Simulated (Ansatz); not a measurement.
A run of Ansatz 0.2.0 is set up as follows.

Contents of input.yaml:

```yaml
crystal:
  lattice:
    - [2.90966801, 0.0, 0.0]
    - [0.0, 2.90966801, 0.0]
    - [0.0, 0.0, 2.90966801]
  atoms:
    - { symbol: Yb, position: [0.0, 0.0, 0.0], spin: 1.0 }
    - { symbol: "N", position: [0.5, 0.5, 0.5] }
hamiltonian:
  xc: pbesol
  pseudopotentials: { kind: paw }
  hubbard: { sites: [{ species: Yb, l: f, u_eff: 6.0 }] }
magnetization:
  spin_polarized: true
kpoints:
  mp_grid: { grid: [6, 6, 6] }
scf:
  occupations: { method: gaussian, width: 0.05 }
output:
  forces: true
  stress: true
  eigenvalues: true
```

Potentials or basis: Ansatz PAW.

Command:

```bash
$ ansatz run input.yaml --threads 2 --pin off --max-ram 5632MiB --backend cpu --events-out ev --progress --plain --runs-dir out
```

**Question.** Estimate the net moment.

**Answer.** -0.84 μB per cell.

**Question.** Predict the band gap on the k mesh.

**Answer.** None (metal or under the smearing width).

**Question.** Predict the site moments.

**Answer.** Yb -0.51; N -0.32 μB.

Eigenvalues of the final occupation matrices:
```
  site  spin  trace                         eigenvalues
site 1     1   6.50  0.52 0.99 0.99 0.99 1.00 1.00 1.00
site 1     2   6.98  1.00 1.00 1.00 1.00 1.00 1.00 1.00
```

Caveat: the magnetic or orbital state may not be the lowest; spin-orbit coupling is left out, which moves the levels of the heavy elements. The state reached can hang on the start; a lower one may exist.
